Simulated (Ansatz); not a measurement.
**C4H4F6O: one species, many methods**

One table from this session's results is given with a row withheld; the runs are named, their logs left out.

The runs use Ansatz 0.2.0, Gaussian basis; functionals in def2-TZVPP, the program's frozen cores in correlated methods.

The runs, in order: LDA (SPW92), PBE-D4, revPBE-D4, BLYP-D4, r2SCAN-D4, B97M-V, PBE0-D4, B3LYP-D4, r2SCANh-D4, r2SCAN0-D4, HSE06-D4, BHLYP-D4, CAM-B3LYP-D4, LC-ωPBE, ωB97X-V, ωB97M-V, B2PLYP, PBE-QIDH; CCSD(T)/def2-SVP; CCSD(T)/def2-TZVPP; MP2/def2-QZVPP; extrapolation to the limit; RPA on PBE.

**Structure used throughout**

The geometry comes from an earlier relaxation with PBE0-D4 in a triple-zeta def2 set; it is a stationary point, not always the lowest conformer.

SMILES `FCC(F)(F)COC(F)(F)F`, 15 atoms, charge 0, spin multiplicity 1.

Atoms are counted from 1 here; the program's logs count them from 0.

Bond lengths: F1–C2 1.372 Å, C2–C3 1.514 Å, C2–H12 1.091 Å, C2–H13 1.093 Å, C3–F4 1.356 Å, C3–F5 1.357 Å, C3–C6 1.512 Å, C6–O7 1.420 Å, C6–H14 1.092 Å, C6–H15 1.092 Å, O7–C8 1.341 Å, C8–F9 1.320 Å, C8–F10 1.338 Å, C8–F11 1.338 Å. Angles: F1–C2–C3 109.4°, F1–C2–H12 109.3°, F1–C2–H13 109.4°, C3–C2–H12 109.5°, C3–C2–H13 108.7°, H12–C2–H13 110.5°, C2–C3–F4 107.1°, C2–C3–F5 109.9°, C2–C3–C6 115.4°, F4–C3–F5 107.4°, F4–C3–C6 110.2°, F5–C3–C6 106.6°, C3–C6–O7 107.2°, C3–C6–H14 108.9°, C3–C6–H15 108.4°, O7–C6–H14 110.9°, O7–C6–H15 111.1°, H14–C6–H15 110.3° and more.

Coordinates:

```
atom    x (Å)    y (Å)    z (Å)
  F1  -0.0258   1.9560   1.5177
  C2   0.9928   1.6330   0.6574
  C3   0.4102   1.1363  -0.6485
  F4   1.4520   0.7917  -1.4455
  F5  -0.2593   2.1409  -1.2672
  C6  -0.5592  -0.0179  -0.5284
  O7   0.1225  -1.0699   0.1379
  C8  -0.5837  -2.1937   0.3297
  F9   0.1864  -3.0581   0.9628
 F10  -0.9861  -2.7436  -0.8220
 F11  -1.6837  -1.9849   1.0625
 H12   1.6075   0.8492   1.1034
 H13   1.5941   2.5227   0.4560
 H14  -1.4275   0.3087   0.0469
 H15  -0.8621  -0.3210  -1.5333
```

Set-up of the first run:

in.yaml reads:

```yaml
crystal:
  periodic: [false, false, false]
  atoms:
    - {symbol: F, position_ang: [-0.025789, 1.955965, 1.517687]}
    - {symbol: C, position_ang: [0.992795, 1.632981, 0.657428]}
    - {symbol: C, position_ang: [0.410217, 1.136258, -0.648546]}
    - {symbol: F, position_ang: [1.451978, 0.791723, -1.445458]}
    - {symbol: F, position_ang: [-0.259256, 2.140940, -1.267206]}
    - {symbol: C, position_ang: [-0.559221, -0.017944, -0.528446]}
    - {symbol: O, position_ang: [0.122484, -1.069943, 0.137863]}
    - {symbol: C, position_ang: [-0.583693, -2.193669, 0.329662]}
    - {symbol: F, position_ang: [0.186443, -3.058099, 0.962846]}
    - {symbol: F, position_ang: [-0.986097, -2.743561, -0.822003]}
    - {symbol: F, position_ang: [-1.683650, -1.984920, 1.062506]}
    - {symbol: H, position_ang: [1.607501, 0.849155, 1.103356]}
    - {symbol: H, position_ang: [1.594098, 2.522713, 0.456021]}
    - {symbol: H, position_ang: [-1.427471, 0.308652, 0.046880]}
    - {symbol: H, position_ang: [-0.862137, -0.320950, -1.533292]}
basis:
  gaussian: {orbitals: def2-TZVPP}
hamiltonian: {xc: lda}
output: {orbitals: {seedname: orbitals}}
```

The run is started by

```console
> ansatz run in.yaml --threads 4 --pin off --events-out ev --progress --plain --max-ram 46080MiB --backend cuda --devices 0, --max-vram 37GiB
```

Steps of the session up to this table: LDA; PBE-D4 (GGA); revPBE-D4 (GGA); BLYP-D4 (GGA); r2SCAN-D4 (meta-GGA); B97M-V (meta-GGA); B3LYP-D4 (hybrid); r2SCANh-D4 (hybrid); r2SCAN0-D4 (hybrid); HSE06-D4 (hybrid); BHLYP-D4 (hybrid); CAM-B3LYP-D4 (range-separated); LC-ωPBE (range-separated); ωB97X-V (range-separated); ωB97M-V (range-separated); B2PLYP (double hybrid); PBE-QIDH (double hybrid).

One table of the session follows, with a row left open; its other results are not shown here.

It belongs to the step «Frontier levels by functional». 

```
  functional  HOMO (eV)  LUMO (eV)  gap (eV)
 LDA (SPW92)      -8.35      -0.18      8.17
      PBE-D4      -8.14       0.15      8.29
   revPBE-D4      -8.06       0.29      8.35
     BLYP-D4      -8.09       0.23      8.32
   r2SCAN-D4      -8.55       0.61      9.16
      B97M-V      -8.72       0.53      9.25
     PBE0-D4      -9.90       1.24     11.14
    B3LYP-D4      -9.69       0.90     10.59
  r2SCANh-D4          ?          ?         ?
  r2SCAN0-D4     -10.17       1.59     11.76
    HSE06-D4      -9.49       0.86     10.35
    BHLYP-D4     -11.63       2.00     13.63
CAM-B3LYP-D4     -11.46       2.12     13.57
     LC-ωPBE     -12.72       3.50     16.21
     ωB97X-V     -12.40       3.29     15.69
     ωB97M-V     -12.31       2.87     15.17
```

**Question.** Estimate the row for r2SCANh-D4.

Worked estimate for «HOMO (eV)». Against the share of exact exchange, r2SCAN-D4 (0, -8.55), r2SCAN0-D4 (0.25, -10.17) give a slope of -6.48 per unit share; at 0.1 the line stands at -9.20.

The run gave: HOMO (eV): -9.20; LUMO (eV): 1.02; gap (eV): 10.22. In «HOMO (eV)» the line misses by 0.00.
